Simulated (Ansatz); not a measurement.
**TiCo (Pm-3m): which magnetic order lies lowest**

Which of a few magnetic orders of TiCo (Pm-3m) is lowest at one geometry?

Computed with Ansatz 0.2.0 (DFT r²SCAN, scalar-relativistic, plane waves, PAW, unless a step's input says otherwise).

## Step 1: The starting structure

Symmetry: Pm-3m, No. 221, cubic system. Conventional cell: a = 2.987 Å, b = 2.987 Å, c = 2.987 Å, α = 90.00°, β = 90.00°, γ = 90.00°. Ti (site symmetry m-3m) is surrounded by 8 Co at 2.59 Å. Co (site symmetry m-3m) is surrounded by 8 Ti at 2.59 Å.

As a file:

```xyz
2
Lattice="2.9874 0.0000 0.0000 0.0000 2.9874 0.0000 0.0000 0.0000 2.9874" Properties=species:S:1:pos:R:3 pbc="T T T"
Ti    0.0000    0.0000    0.0000
Co    1.4937    1.4937    1.4937
```

An earlier run at r²SCAN left this cell at 13.331 Å³/atom and 0.00 GPa (16×16×16 mesh).

## Step 2: Ferromagnetic, larger cell

Contents of input.yaml:

```yaml
crystal:
  lattice:
    - [0.0, 2.987442185, 2.987442185]
    - [2.987442185, 0.0, 2.987442185]
    - [2.987442185, 2.987442185, 0.0]
  atoms:
    - { symbol: Ti, position: [0.0, 0.0, 0.0] }
    - { symbol: Co, position: [0.25, 0.25, 0.25], spin: 1.5 }
    - { symbol: Ti, position: [0.5, 0.5, 0.5] }
    - { symbol: Co, position: [0.75, 0.75, 0.75], spin: 1.5 }
basis:
  ecutwfc: 500
  ecutrho_ratio: 4
kpoints:
  mp_grid: { grid: [14, 14, 14] }
hamiltonian:
  xc: r2scan
scf:
  occupations: { method: gaussian, width: 0.05 }
  lower_state_search: "off"
output:
  forces: true
  stress: true
  eigenvalues: true
  populations: true
magnetization:
  spin_polarized: true
```

Command:

```bash
> ansatz run input.yaml --threads 2 --pin off --max-ram 5120MiB --backend cpu --events-out ev --progress --plain --runs-dir out
```

## Step 3: Antiferromagnetic, propagation vector (1/2, 1/2, 1/2)

Edit input.yaml of step 2 so:

```diff
@@ -9,3 +9,3 @@
     - { symbol: Ti, position: [0.5, 0.5, 0.5] }
-    - { symbol: Co, position: [0.75, 0.75, 0.75], spin: 1.5 }
+    - { symbol: Co, position: [0.75, 0.75, 0.75], spin: -1.5 }
 basis:
```

## Step 4: Ferromagnetic, larger cell

Contents of input.yaml:

```yaml
crystal:
  lattice:
    - [0.0, 2.987442185, 2.987442185]
    - [0.0, -2.987442185, 2.987442185]
    - [2.987442185, 0.0, 0.0]
  atoms:
    - { symbol: Ti, position: [0.0, 0.0, 0.0] }
    - { symbol: Co, position: [0.5, 0.0, 0.5], spin: 1.5 }
    - { symbol: Ti, position: [0.5, 0.5, 0.0] }
    - { symbol: Co, position: [1.0, 0.5, 0.5], spin: 1.5 }
basis:
  ecutwfc: 500
  ecutrho_ratio: 4
kpoints:
  mp_grid: { grid: [10, 10, 16] }
hamiltonian:
  xc: r2scan
scf:
  occupations: { method: gaussian, width: 0.05 }
  lower_state_search: "off"
output:
  forces: true
  stress: true
  eigenvalues: true
  populations: true
magnetization:
  spin_polarized: true
```

## Step 5: Antiferromagnetic, propagation vector (0, 1/2, 1/2)

Edit input.yaml of step 4 so:

```diff
@@ -9,3 +9,3 @@
     - { symbol: Ti, position: [0.5, 0.5, 0.0] }
-    - { symbol: Co, position: [1.0, 0.5, 0.5], spin: 1.5 }
+    - { symbol: Co, position: [1.0, 0.5, 0.5], spin: -1.5 }
 basis:
```

## Step 6: Ferromagnetic, larger cell

Contents of input.yaml:

```yaml
crystal:
  lattice:
    - [2.987442185, 0.0, 0.0]
    - [0.0, 2.987442185, 0.0]
    - [0.0, 0.0, 5.97488437]
  atoms:
    - { symbol: Ti, position: [0.0, 0.0, 0.0] }
    - { symbol: Co, position: [0.5, 0.5, 0.25], spin: 1.5 }
    - { symbol: Ti, position: [0.0, 0.0, 0.5] }
    - { symbol: Co, position: [0.5, 0.5, 0.75], spin: 1.5 }
basis:
  ecutwfc: 500
  ecutrho_ratio: 4
kpoints:
  mp_grid: { grid: [16, 16, 8] }
hamiltonian:
  xc: r2scan
scf:
  occupations: { method: gaussian, width: 0.05 }
  lower_state_search: "off"
output:
  forces: true
  stress: true
  eigenvalues: true
  populations: true
magnetization:
  spin_polarized: true
```

## Step 7: Antiferromagnetic, propagation vector (0, 0, 1/2)

Edit input.yaml of step 6 so:

```diff
@@ -9,3 +9,3 @@
     - { symbol: Ti, position: [0.0, 0.0, 0.5] }
-    - { symbol: Co, position: [0.5, 0.5, 0.75], spin: 1.5 }
+    - { symbol: Co, position: [0.5, 0.5, 0.75], spin: -1.5 }
 basis:
```

## Step 8: No spin polarisation

Contents of input.yaml:

```yaml
crystal:
  lattice:
    - [2.987442185, 0.0, 0.0]
    - [0.0, 2.987442185, 0.0]
    - [0.0, 0.0, 2.987442185]
  atoms:
    - { symbol: Ti, position: [0.0, 0.0, 0.0] }
    - { symbol: Co, position: [0.5, 0.5, 0.5] }
basis:
  ecutwfc: 500
  ecutrho_ratio: 4
kpoints:
  mp_grid: { grid: [16, 16, 16] }
hamiltonian:
  xc: r2scan
scf:
  occupations: { method: gaussian, width: 0.05 }
output:
  forces: true
  stress: true
  eigenvalues: true
```

(Steps that only read results are left out.)

Before running it: what results should come out? Wanted: orders tried; lowest; next above it.

**Answer**, as computed:

```
            quantity                                                             value
        orders tried                                                                 5
              lowest                                                     ferromagnetic
largest moment there                                                           1.40 μB
       next above it  antiferromagnetic, propagation vector (0, 0, 1/2), 43.6 meV/atom
```

Of the orders that kept their pattern, the lowest is: ferromagnetic. The next lies 43.6 meV/atom higher. Under stress at this geometry, and so lower once relaxed: antiferromagnetic, propagation vector (1/2, 1/2, 1/2) (-1.2 GPa); no spin polarisation (-6.7 GPa). Only these orders were tried, at zero temperature; the one found in experiment may not be among them.
